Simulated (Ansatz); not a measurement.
# Mg3Zn, space group Pm-3m: a point defect in a supercell

Program: Ansatz 0.2.0 through its Python package.

Notebook, run cell by cell (the value of a cell's last expression is shown):

In [1]:
```python
import ansatz as az
import numpy as np
from pymatgen.core import Lattice, Structure
from pymatgen.io.ase import AseAtomsAdaptor
```

In [2]:
```python
params = {
    "kspacing": 0.61,
    "filling": "Fermi-Dirac",
    "width_ev": 0.15,
}

pmg_structure = Structure(
    Lattice([[4.27552, 0.0, 0.0], [0.0, 4.27552, 0.0], [0.0, 0.0, 4.27552]]),
    ["Mg", "Mg", "Mg", "Zn"],
    [
        [0.5, 0.5, 0.0],
        [0.5, 0.0, 0.5],
        [0.0, 0.5, 0.5],
        [0.0, 0.0, 0.0],
    ],
)
cell = az.Crystal.from_ase(AseAtomsAdaptor.get_atoms(pmg_structure))
host = cell.supercell(2, 2, 1)
defective = host.interstitial("Zn", at=[0.0, 0.0, 0.5])
```

In [3]:
```python
def with_settings(structure):
    return (
        structure.calculation()
        .functional(az.Functional.LDA)
        .kpoints(spacing=params["kspacing"])
        .occupations(params["filling"], width=params["width_ev"])
        .pseudopotentials("paw")
        .basis(17 * az.Ha)
        .band_table()
    )


perfect = with_settings(host).run().report
setup = with_settings(defective).relax(force_tolerance=0.03, max_steps=25)
out = setup.run()
r = out.report

sorted(key for key in r if key.endswith("_ev"))
```
Out [3]:
```text
['eigenvalues_ev', 'energy_sigma0_ev', 'entropy_ts_ev', 'fermi_energy_ev', 'free_energy_ev',
 'gap_by_band_count_ev', 'harris_foulkes_ev', 'internal_energy_ev', 'lagrangian_above_aufbau_ev',
 'lagrangian_ev', 'lagrangian_sigma0_ev', 'loop_eigenvalues_ev', 'loop_fermi_energy_ev',
 'occupations_fermi_energy_ev', 'residual_norms_ev']
```

In [4]:
```python
out.unlabelled_reasons
```

In [5]:
```python
type(out).__name__, type(r).__name__
```
Out [5]:
```text
('RunOutcome', 'dict')
```

In [6]:
```python
n_host, n_defect = len(perfect["lattice"]["sites"]), len(r["lattice"]["sites"])
print(f"perfect cell: {n_host} atoms, F = {perfect['free_energy_ev']:.4f} eV")
print(f"defect cell:  {n_defect} atoms, F = {r['free_energy_ev']:.4f} eV")
# chemical potentials are still to be added to this difference
print(f"difference {r['free_energy_ev'] - perfect['free_energy_ev']:.4f} eV (no chemical potentials)")
```
```text
perfect cell: 16 atoms, F = -35804.4194 eV
defect cell:  17 atoms, F = -39049.1852 eV
difference -3244.7658 eV (no chemical potentials)
```

In [7]:
```python
for label, run in (("perfect", perfect), ("defect", r)):
    levels, filled = np.array(run["eigenvalues_ev"][0]), np.array(run["occupations"][0])
    top = int(np.argmin(np.abs(levels - run["fermi_energy_ev"])))
    window = slice(max(top - 3, 0), top + 4)
    print(label, "levels near E_F at the first k-point:", ", ".join(f"{e - run['fermi_energy_ev']:.2f} ({f:.2f})" for e, f in zip(levels[window], filled[window])))

pull = np.linalg.norm(r["forces_ev_ang"], axis=1)
for atom in np.argsort(-pull)[:5]:
    print(f"force on {out.lattice.sites[atom].symbol}{atom}: {pull[atom]:.3f} eV/A")
```
```text
perfect levels near E_F at the first k-point: -0.55 (1.95), -0.55 (1.95), -0.55 (1.95), -0.51 (1.94), 1.09 (0.00), 1.09 (0.00), 1.09 (0.00)
defect levels near E_F at the first k-point: -0.87 (1.99), -0.87 (1.99), -0.52 (1.94), 0.14 (0.56), 0.59 (0.04), 0.59 (0.04), 0.71 (0.02)
force on Mg14: 0.001 eV/A
force on Mg10: 0.001 eV/A
force on Mg13: 0.001 eV/A
force on Mg5: 0.001 eV/A
force on Mg0: 0.001 eV/A
```

Reading the output:
- Total energies depend on the potentials; only differences at equal settings carry meaning. A total without «per atom» is that of the cell as typed.
- The computed bands are complete only to about 4.3 eV above the Fermi level.
- For a metal this k-point mesh is coarse: on a finer one energies can move by several to tens of meV an atom and pressures by half a GPa or more, differences at one mesh by less.
- A Fermi-Dirac width this large means warm electrons, whose thermal share enters the free energy.
- A gap by band count of zero or less means overlapping bands, a metal.
- The difference holds no chemical potentials.
- Errors of mesh and smearing per atom add up over the supercell, so the energy can be off by tenths of an eV.
- Each cell's levels count from its own Fermi level and aren't aligned; one k-point can hide that the defect cell is metallic.
- This cell is a computed structure, which may not be the phase found in nature.
- Levels are Kohn-Sham eigenvalues on this mesh.
- The supercell is small, so the defect meets its images and the energies aren't those of an isolated defect; a partly filled defect level may also lower its energy by spin or distortion. For a charged cell the difference holds no correction, alignment or term for the electrons' reservoir.
- It ran for 2.8 min on 1 thread of Arm Neoverse N1 (shared host), peak memory 0.73 GiB.
